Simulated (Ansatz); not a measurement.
# ClGeH3O3: the cost of one run

Program: Ansatz 0.2.0, Gaussian basis. Level of theory: functionals in def2-TZVPP, the program's frozen cores in correlated methods. These are calculated values, not measurements.

Levels to be run: PBE-D4, r2SCAN-D4, PBE0-D4, B3LYP-D4, ωB97X-V, ωB97M-V, B2PLYP; CCSD(T)/def2-TZVPP; MP2/def2-QZVPP; extrapolation to the limit.

## (1) The geometry

The geometry comes from an earlier relaxation with PBE0-D4 in a triple-zeta def2 set; it is a stationary point, not always the lowest conformer.

SMILES `[OH][Ge]([OH])([OH])[Cl]`, 8 atoms, charge 0, spin multiplicity 1.

Atoms are counted from 1 here; the program's logs count them from 0.

Bond lengths: O1–Ge2 1.746 Å, O1–H6 0.961 Å, Ge2–O3 1.746 Å, Ge2–O4 1.746 Å, Ge2–Cl5 2.147 Å, O3–H7 0.961 Å, O4–H8 0.961 Å. Angles: Ge2–O1–H6 113.1°, O1–Ge2–O3 109.1°, O1–Ge2–O4 109.0°, O1–Ge2–Cl5 109.9°, O3–Ge2–O4 109.1°, O3–Ge2–Cl5 109.8°, O4–Ge2–Cl5 109.9°, Ge2–O3–H7 113.1°, Ge2–O4–H8 113.1°.

Geometry (Å):

```mol
ClGeH3O3
  3D, bonds by distance, orders not assigned

  8  7  0  0  0  0  0  0  0  0999 V2000
   -1.6409   -0.1606    0.5388 O   0  0
    0.0135    0.0363    0.0155 Ge  0  0
    0.9763   -1.2718    0.6571 O   0  0
    0.0689   -0.0142   -1.7293 O   0  0
    0.7820    1.9149    0.7158 Cl  0  0
   -2.2096    0.5672    0.2735 H   0  0
    1.0669   -1.2397    1.6133 H   0  0
    0.9429    0.1679   -2.0846 H   0  0
  1  2  8  0
  2  3  8  0
  2  4  8  0
  2  5  8  0
  1  6  8  0
  3  7  8  0
  4  8  8  0
M  END
```

## (2) PBE-D4 (GGA)

in.yaml

```yaml
crystal:
  periodic: [false, false, false]
  atoms:
    - {symbol: O, position_ang: [-1.640879, -0.160598, 0.538776]}
    - {symbol: Ge, position_ang: [0.013499, 0.036277, 0.015484]}
    - {symbol: O, position_ang: [0.976274, -1.271759, 0.657149]}
    - {symbol: O, position_ang: [0.068872, -0.014190, -1.729303]}
    - {symbol: Cl, position_ang: [0.782006, 1.914925, 0.715771]}
    - {symbol: H, position_ang: [-2.209592, 0.567169, 0.273499]}
    - {symbol: H, position_ang: [1.066900, -1.239725, 1.613273]}
    - {symbol: H, position_ang: [0.942940, 0.167902, -2.084639]}
basis:
  gaussian: {orbitals: def2-TZVPP}
hamiltonian: {xc: pbe, dispersion: d4}
output: {forces: true, orbitals: {seedname: orbitals}}
```

Started as:

```
$ ansatz run in.yaml --threads 2 --pin off --events-out ev --progress --plain --max-ram 22528MiB --backend cpu
```

**Question.** How long does this run take on 2 threads of AMD EPYC 7R13, shared host, and how much memory does it need?

About 3.2 s, with a peak of 0.35 GiB.
